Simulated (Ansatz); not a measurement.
# HfGe (Pm-3m) in Ansatz: further runs

Runs on HfGe. Level: PBE. Tasks: single point.

Program: Ansatz 0.2.0. These are calculated values, not measurements. Logs are shortened: lines on timing, memory, paths and dates and some standing lists are left out, and cuts for length are marked.

**1. The crystal as given**

Symmetry: Pm-3m, No. 221, cubic system. The conventional cell has a = 3.501 Å, b = 3.501 Å, c = 3.501 Å, α = 90.00°, β = 90.00°, γ = 90.00°. Hf (site symmetry m-3m) has 8 Ge at 3.03 Å as nearest neighbours. Around Ge (site symmetry m-3m) lie 8 Hf at 3.03 Å.

The cell was built by a generator and needn't be a form met in nature.

**2. Single point, PBE, 20.17 Å³/atom (volume scaled by 0.94)**

Input file input.yaml:

```yaml
crystal:
  lattice:
    - [3.4293721463, 0.0, 0.0]
    - [0.0, 3.4293721463, 0.0]
    - [0.0, 0.0, 3.4293721463]
  atoms:
    - { symbol: Hf, position: [0.0, 0.0, 0.0] }
    - { symbol: Ge, position: [0.5, 0.5, 0.5] }
kpoints:
  mp_grid: { grid: [8, 8, 8] }
scf:
  occupations: { method: fermi_dirac, width: 0.05 }
hamiltonian:
  xc: pbe
  pseudopotentials: { kind: all_electron, lapw: { basis_error: 0.0005 } }
output:
  forces: true
  stress: true
  eigenvalues: true
```

Potentials or basis: all-electron LAPW, scalar-relativistic.

Command:

```sh
$ ansatz run input.yaml --threads 1 --pin off --max-ram 3072MiB --backend cpu --events-out ev --progress --plain --runs-dir out
```

Output:

```text
Warning: RAYON_NUM_THREADS=1 ignored (pool sized by the plan → 1); use --threads N
LAPW: plane waves up to 7.862 Å⁻¹, error target 5.0e-4 eV per atom; small_component_spin mean_spin; Ge in spheres of 1.418 Å, 22 of its electrons in bands, Dirac shells []; Hf in spheres of 1.552 Å, 36 of its electrons in bands, Dirac shells [] (how accurate: hamiltonian.pseudopotentials.lapw.basis_error, Limitations)
Engine: ansatz 0.2.0, aarch64-unknown-linux-gnu
Pseudopotentials: kind: all_electron
Pseudopotential: Hf, LAPW, valence charge 36, lapw/all_electron/scalar/gaussian/Hf, Koelling and Harmon's equation, gaussian nucleus
Pseudopotential: Ge, LAPW, valence charge 22, lapw/all_electron/scalar/gaussian/Ge, Koelling and Harmon's equation, gaussian nucleus
Functional definition: PBE
  parameter kappa = 0.804
  parameter beta = 0.06672455060314922
  exchange = pbe_x(kappa = kappa, mu = beta*pi^2/3)
  correlation = pbe_c(beta = beta)
Crystal: 2 atoms, lattice volume = 40.331 Å³
Basis set: ecut = 235.47875827282508 eV, 341 PW (Γ), exchange–correlation at level 2
Bands: 35, of which v1, the nominal top of the filled ones, is band 29 counted from 1 (28 counted from 0)
Symmetry: 48 space group operations
Space group: Pm-3m (ITA 221), of the structure as read, at distance tolerance 3.4e-5 Å
k-points: 35 of 512
Non-local potential: Hf, projectors of the file, none
Non-local potential: Ge, projectors of the file, none
Initial density: superposition of atomic densities (chi_scale 0.1, normalization cell, long waves kept (reshape's long-wave potential 0.00 eV rms))
Initial wavefunctions: plane waves of lowest kinetic energy (no species holds an atomic orbital)
Functional: x = pbe(κ = 0.804, μ = 0.2195149727645171), c = pbe(β = 0.06672455060314922)
iter 1 solved again at ethr=6.82e-4 eV; its pass at ethr=1.00e-1 eV (dr2=3.95e-1 eV) is discarded
SCF iter   1: F=—  HF=-467367.249542 eV  |F-HF|=—  |Δ(HF+E_count)|=         —  Δρ=2.24e-2  dr2=3.96e-1  ethr=6.82e-4  ⟨swp⟩=2.3  Hψ=7604  notcnv=0
preconditioner: auto → Kerker (q_TF=auto, 2.899 Å⁻¹)  [metal: Δε(μ)=0.011 eV  Ē_g=20.064 eV  σ=0.050 eV  W_gap=0.05  n_scr=18 (ndim 8)  ℏωp=36.0 eV  f_vac=0.000  D(μ)=2.78/eV (n_scr^D=26)]
SCF iter   2: F=—  HF=-467367.053689 eV  |F-HF|=—  |Δ(HF+E_count)|=   1.96e-1  Δρ=1.05e-2  dr2=9.13e-2  ethr=6.82e-4  ⟨swp⟩=2.0  Hψ=3882  notcnv=0
SCF iter   3: F=—  HF=-467367.040676 eV  |F-HF|=—  |Δ(HF+E_count)|=   1.30e-2  Δρ=8.18e-3  dr2=6.05e-2  ethr=1.57e-4  ⟨swp⟩=2.0  Hψ=3685  notcnv=0
SCF iter   4: F=—  HF=-467367.025802 eV  |F-HF|=—  |Δ(HF+E_count)|=   1.49e-2  Δρ=4.56e-3  dr2=1.92e-2  ethr=1.04e-4  ⟨swp⟩=2.0  Hψ=3539  notcnv=0
SCF iter   5: F=—  HF=-467367.028414 eV  |F-HF|=—  |Δ(HF+E_count)|=         —  Δρ=1.95e-3  dr2=3.82e-3  ethr=3.31e-5  ⟨swp⟩=2.0  Hψ=3669  notcnv=0
the basis was enlarged: its passes take 49.6 KiB over the memory plan, 1 of 1 planned eigensolver slots
iter 6 solved again at ethr=5.02e-7 eV; its pass at ethr=6.58e-6 eV (dr2=2.91e-4 eV) is discarded
SCF iter   6: F=—  HF=-467367.026010 eV  |F-HF|=—  |Δ(HF+E_count)|=   2.40e-3  Δρ=8.52e-4  dr2=2.91e-4  ethr=5.02e-7  ⟨swp⟩=2.0  Hψ=6183  notcnv=0
SCF iter   7: F=—  HF=-467367.026021 eV  |F-HF|=—  |Δ(HF+E_count)|=   1.06e-5  Δρ=3.41e-4  dr2=3.79e-5  ethr=5.02e-7  ⟨swp⟩=2.0  Hψ=3686  notcnv=0
SCF iter   8: F=—  HF=-467367.026028 eV  |F-HF|=—  |Δ(HF+E_count)|=   6.88e-6  Δρ=8.44e-5  dr2=5.50e-6  ethr=6.54e-8  ⟨swp⟩=2.0  Hψ=3686  notcnv=0
SCF iter   9: F=—  HF=-467367.026026 eV  |F-HF|=—  |Δ(HF+E_count)|=   1.39e-6  Δρ=1.98e-5  dr2=3.55e-7  ethr=9.48e-9  ⟨swp⟩=2.0  Hψ=3686  notcnv=0
SCF iter  10: F=-467367.026026 eV  HF=-467367.026026 eV  |F-HF|=4.05e-8  |Δ(HF+E_count)|=   1.12e-7  Δρ=7.15e-6  dr2=3.82e-8  ethr=6.12e-10  ⟨swp⟩=2.0  Hψ=3686  notcnv=0
SCF 1 converged in 10 iterations: F = -467367.026026 eV  dr2 = 3.82e-8
SCF converged after 10 iterations
Free energy (F): -467367.026026 eV
Harris-Foulkes:  -467367.026026 eV  (|F-HF|=4.05e-8)
Internal energy: -467367.000892 eV  (E = F + TS)
E sigma→0 (E₀):  -467367.013459 eV
Entropy (-TS):   -0.025134 eV (-12.567 meV/atom)
Fermi energy:    17.203364 eV
--- Per-component energies (eV) ---
  E_band       = -2762.423626
  E_kinetic    = 514787.090749
  E_xc         = -10585.245136
  E_electrostatic = -971568.846505  (all electrons and nuclei)
  E_smearing   = -0.025134  (= −TS)
  E_closure    = 0.000000  (closes the sum)
  E_atoms      = -467354.720947  (free atoms, spherical and without spin; not in F)
  Σ components = -467367.026026   (vs F -467367.026026, Δ=0.00e0)
  Basis errors (estimates in eV, not in F): energy 1.4e-4 per atom: plane waves 1.1e-4 (5.7e-5 summed), levels above the bands 3.8e-65, relativity 2.3e-8, radial functions 2.6e-5, core shells 2.3e-7; eigenvalues (radial functions only) 7.4e-7; not estimated: angular momenta, meshes, grids; target (lapw.basis_error) 5.0e-4; muffin-tin radii Ge 1.418 Å, Hf 1.552 Å
--- Forces (eV/Å), atoms counted from 1 ---
  atom   1  Hf    -0.00000000     0.00000000    -0.00000000
  atom   2  Ge     0.00000000     0.00000000    -0.00000000
  max |Σ_I F_I| component: 1.75e-30 eV/Å
--- Stress (GPa, compression-positive) ---
       -6.765462       0.000000       0.000000
        0.000000      -6.765462       0.000000
        0.000000       0.000000      -6.765462
  P = ⅓ Tr σ = -6.7655 GPa (-67.655 kbar)
--- Band table (eV; the first three rows and the last of 35) ---
  k-point 0: bands = ["-184.5976", "-184.5976", "-184.5976", "-184.5863", "-184.5863", "-145.9957", "-93.1239", "-93.1239", "-93.1239", "-45.1134", "-13.6653", "-13.6653", "-13.6653", "-6.8960", "-6.8960", "-6.8843", "-6.8843", "-6.8843", "4.9020", "4.9022", "4.9022", "4.9022", "4.9169", "4.9169", "4.9169", "6.1469", "15.8766", "15.8766", "18.9612", "18.9612", "18.9612", "20.5115", "20.5115", "20.5115", "21.5323"]
  k-point 1: bands = ["-184.5976", "-184.5976", "-184.5976", "-184.5863", "-184.5863", "-145.9957", "-93.1240", "-93.1239", "-93.1239", "-45.1123", "-13.6963", "-13.6629", "-13.6629", "-6.8958", "-6.8918", "-6.8847", "-6.8847", "-6.8841", "4.9012", "4.9016", "4.9033", "4.9033", "4.9128", "4.9182", "4.9182", "6.3691", "15.4199", "15.9785", "18.3728", "18.3728", "18.4266", "20.5518", "21.2321", "21.2321", "22.7388"]
  k-point 2: bands = ["-184.5976", "-184.5976", "-184.5976", "-184.5863", "-184.5863", "-145.9957", "-93.1240", "-93.1239", "-93.1239", "-45.1099", "-13.7705", "-13.6570", "-13.6570", "-6.8951", "-6.8857", "-6.8857", "-6.8837", "-6.8815", "4.8989", "4.9005", "4.9034", "4.9057", "4.9057", "4.9219", "4.9219", "7.0039", "13.8400", "16.2478", "17.5615", "17.5615", "18.9957", "20.6521", "22.4945", "22.4945", "24.1276"]
  k-point 34: bands = ["-184.5976", "-184.5976", "-184.5976", "-184.5863", "-184.5863", "-145.9957", "-93.1240", "-93.1240", "-93.1240", "-45.0930", "-13.8221", "-13.8221", "-13.8221", "-6.8915", "-6.8915", "-6.8915", "-6.8523", "-6.8523", "4.8706", "4.9090", "4.9090", "4.9090", "4.9169", "4.9169", "4.9169", "11.3776", "13.1853", "13.1853", "13.1853", "20.6128", "20.6128", "20.6128", "22.3179", "22.3179", "24.1846"]
```

Wall time 16 s (1 thread of Arm Neoverse V1, shared host); peak memory 0.33 GiB.

What came out:

| Item | Value |
| --- | --- |
| Free energy | -467367.0260 eV |
| Pressure | -6.8 GPa |
| Band gap on the k mesh | none (metal or under the smearing width) |

**3. Single point, PBE, 20.59 Å³/atom (volume scaled by 0.96)**

input.yaml, as its differences from that of step 2:

```diff
@@ -2,5 +2,5 @@
   lattice:
-    - [3.4293721463, 0.0, 0.0]
-    - [0.0, 3.4293721463, 0.0]
-    - [0.0, 0.0, 3.4293721463]
+    - [3.4535234501, 0.0, 0.0]
+    - [0.0, 3.4535234501, 0.0]
+    - [0.0, 0.0, 3.4535234501]
   atoms:
```

Potentials or basis: all-electron LAPW, scalar-relativistic.

Command:

```sh
$ ansatz run input.yaml --threads 1 --pin off --max-ram 3072MiB --backend cpu --events-out ev --progress --plain --runs-dir out
```

It took 16 s on 1 thread of Arm Neoverse V1, shared host; peak memory 0.33 GiB.

Results (log left out):

```
Free energy            : -467366.9852 eV
Pressure               : -8.4 GPa
Band gap on the k mesh : none (metal or under the smearing width)
```

**4. Single point, PBE, 21.02 Å³/atom (volume scaled by 0.98)**

input.yaml, as its differences from that of step 3:

```diff
@@ -2,5 +2,5 @@
   lattice:
-    - [3.4535234501, 0.0, 0.0]
-    - [0.0, 3.4535234501, 0.0]
-    - [0.0, 0.0, 3.4535234501]
+    - [3.4773416059, 0.0, 0.0]
+    - [0.0, 3.4773416059, 0.0]
+    - [0.0, 0.0, 3.4773416059]
   atoms:
```

Command:

```sh
$ ansatz run input.yaml --threads 1 --pin off --max-ram 3072MiB --backend cpu --events-out ev --progress --plain --runs-dir out
```

Run time: 16 s. Hardware: 1 thread of Arm Neoverse V1, shared host; peak memory 0.33 GiB.

It converged, with:

```
Free energy            : -467366.9359 eV
Pressure               : -9.9 GPa
Band gap on the k mesh : none (metal or under the smearing width)
```

**5. Single point, PBE, 21.45 Å³/atom**

input.yaml, as its differences from that of step 4:

```diff
@@ -2,5 +2,5 @@
   lattice:
-    - [3.4773416059, 0.0, 0.0]
-    - [0.0, 3.4773416059, 0.0]
-    - [0.0, 0.0, 3.4773416059]
+    - [3.50083787, 0.0, 0.0]
+    - [0.0, 3.50083787, 0.0]
+    - [0.0, 0.0, 3.50083787]
   atoms:
```

Command:

```sh
$ ansatz run input.yaml --threads 1 --pin off --max-ram 3072MiB --backend cpu --events-out ev --progress --plain --runs-dir out
```

Run time: 15 s. Hardware: 1 thread of Arm Neoverse V1, shared host; peak memory 0.33 GiB.

The run converged. Its results:

| Property | Result |
| --- | --- |
| Free energy | -467366.8790 eV |
| Pressure | -11.3 GPa |
| Band gap on the k mesh | none (metal or under the smearing width) |

**6. Single point, PBE, 21.88 Å³/atom (volume scaled by 1.02)**

input.yaml, as its differences from that of step 5:

```diff
@@ -2,5 +2,5 @@
   lattice:
-    - [3.50083787, 0.0, 0.0]
-    - [0.0, 3.50083787, 0.0]
-    - [0.0, 0.0, 3.50083787]
+    - [3.5240229024, 0.0, 0.0]
+    - [0.0, 3.5240229024, 0.0]
+    - [0.0, 0.0, 3.5240229024]
   atoms:
```

Potentials or basis: all-electron LAPW, scalar-relativistic.

Command:

```sh
$ ansatz run input.yaml --threads 1 --pin off --max-ram 3072MiB --backend cpu --events-out ev --progress --plain --runs-dir out
```

It took 16 s on 1 thread of Arm Neoverse V1, shared host; peak memory 0.33 GiB.

The run converged. Its results:

* Free energy: -467366.8154 eV
* Pressure: -12.5 GPa
* Band gap on the k mesh: none (metal or under the smearing width)

**7. Single point, PBE, 22.31 Å³/atom (volume scaled by 1.04)**

input.yaml, as its differences from that of step 6:

```diff
@@ -2,5 +2,5 @@
   lattice:
-    - [3.5240229024, 0.0, 0.0]
-    - [0.0, 3.5240229024, 0.0]
-    - [0.0, 0.0, 3.5240229024]
+    - [3.5469068092, 0.0, 0.0]
+    - [0.0, 3.5469068092, 0.0]
+    - [0.0, 0.0, 3.5469068092]
   atoms:
```

Command:

```sh
$ ansatz run input.yaml --threads 1 --pin off --max-ram 3072MiB --backend cpu --events-out ev --progress --plain --runs-dir out
```

It took 15 s on 1 thread of Arm Neoverse V1, shared host; peak memory 0.33 GiB.

It converged, with:

* Free energy: -467366.7458 eV
* Pressure: -13.5 GPa
* Band gap on the k mesh: none (metal or under the smearing width)

**8. Single point, PBE, 22.74 Å³/atom (volume scaled by 1.06)**

input.yaml, as its differences from that of step 7:

```diff
@@ -2,5 +2,5 @@
   lattice:
-    - [3.5469068092, 0.0, 0.0]
-    - [0.0, 3.5469068092, 0.0]
-    - [0.0, 0.0, 3.5469068092]
+    - [3.5694991815, 0.0, 0.0]
+    - [0.0, 3.5694991815, 0.0]
+    - [0.0, 0.0, 3.5694991815]
   atoms:
```

Command:

```sh
$ ansatz run input.yaml --threads 1 --pin off --max-ram 3072MiB --backend cpu --events-out ev --progress --plain --runs-dir out
```

Wall time 16 s (1 thread of Arm Neoverse V1, shared host); peak memory 0.33 GiB.

The run converged. Its results:

```
Free energy            : -467366.6710 eV
Pressure               : -14.4 GPa
Band gap on the k mesh : none (metal or under the smearing width)
```
